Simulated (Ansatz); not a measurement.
# CH₆OSiTe: up Jacob's ladder to CCSD(T)

The task here is to estimate one member of a computed series from the others.

Program: Ansatz 0.2.0, Gaussian basis. Level of theory: functionals in def2-TZVPP, the program's frozen cores in correlated methods. These are calculated values, not measurements.

Levels to be run: PBE-D4, r2SCAN-D4, PBE0-D4, B3LYP-D4, ωB97X-V, ωB97M-V, B2PLYP; CCSD(T)/def2-TZVPP; MP2/def2-QZVPP; extrapolation to the limit.

### Structure used throughout

All runs share one geometry, relaxed beforehand with PBE0-D4 in a triple-zeta def2 set. Te takes the def2 core potential; no spin-orbit term is included.

SMILES `C[Te][SiH2]O`, 10 atoms, charge 0, spin multiplicity 1.

Atoms are counted from 1 here; the program's logs count them from 0.

Bond lengths: C1–Te2 2.151 Å, C1–H5 1.087 Å, C1–H6 1.087 Å, C1–H7 1.088 Å, Te2–Si3 2.468 Å, Si3–O4 1.651 Å, Si3–H8 1.490 Å, Si3–H9 1.486 Å, O4–H10 0.959 Å. Angles: Te2–C1–H5 109.7°, Te2–C1–H6 109.2°, Te2–C1–H7 106.8°, H5–C1–H6 111.1°, H5–C1–H7 110.0°, H6–C1–H7 110.0°, C1–Te2–Si3 93.9°, Te2–Si3–O4 109.9°, Te2–Si3–H8 110.9°, Te2–Si3–H9 106.0°, O4–Si3–H8 108.5°, O4–Si3–H9 112.2°, H8–Si3–H9 109.5°, Si3–O4–H10 116.5°.

The first run:

Input file in.yaml:

```yaml
crystal:
  periodic: [false, false, false]
  atoms:
    - {symbol: C, position_ang: [-1.321395, 0.504528, -1.301695]}
    - {symbol: Te, position_ang: [-1.590508, 0.261813, 0.818450]}
    - {symbol: Si, position_ang: [0.697581, -0.586617, 1.183742]}
    - {symbol: O, position_ang: [1.797000, 0.586951, 0.811286]}
    - {symbol: H, position_ang: [-1.130851, -0.462877, -1.759996]}
    - {symbol: H, position_ang: [-0.498442, 1.191644, -1.480463]}
    - {symbol: H, position_ang: [-2.247676, 0.923735, -1.689776]}
    - {symbol: H, position_ang: [0.966369, -1.774491, 0.325278]}
    - {symbol: H, position_ang: [0.764360, -0.984401, 2.614384]}
    - {symbol: H, position_ang: [2.646760, 0.288614, 0.481690]}
basis:
  gaussian: {orbitals: def2-TZVPP}
hamiltonian: {xc: pbe, dispersion: d4}
output: {forces: true, orbitals: {seedname: orbitals}}
```

Command:

```console
ansatz run in.yaml --threads 4 --pin off --events-out ev --progress --plain --max-ram 10444MiB
```

Among the steps run: PBE-D4 (GGA); r2SCAN-D4 (meta-GGA); PBE0-D4 (hybrid); B3LYP-D4 (hybrid); ωB97X-V (range-separated); ωB97M-V (range-separated); B2PLYP (double hybrid); CCSD(T) in def2-TZVPP; MP2 in def2-QZVPP.

One table of the session follows, with a row left open; its other results are not shown here.

| method | atomisation energy (kcal/mol) |
| --- | --- |
| PBE-D4 | 807.7 |
| r2SCAN-D4 | 800.2 |
| PBE0-D4 | 795.5 |
| B3LYP-D4 | 799.1 |
| ωB97X-V | 803.0 |
| ωB97M-V | 799.5 |
| B2PLYP | 790.0 |
| HF/def2-TZVPP | 577.4 |
| MP2/def2-TZVPP | 789.9 |
| CCSD/def2-TZVPP | 769.7 |
| CCSD(T)/def2-TZVPP | ? |
| MP2/CBS | 815.9 |
| CCSD(T)/CBS | 807.3 |

Estimate the missing values for CCSD(T)/def2-TZVPP.

The run gave: atomisation energy (kcal/mol): 781.4. In the column «atomisation energy (kcal/mol)» it lies between CCSD/def2-TZVPP (769.7) and MP2/def2-TZVPP (789.9).

Limits of these values: Free atoms (1 C, 1 Te, 1 Si, 1 O, 6 H) were run apart at each level; the atomisation energy is their sum less the molecule, without zero-point or spin-orbit terms.
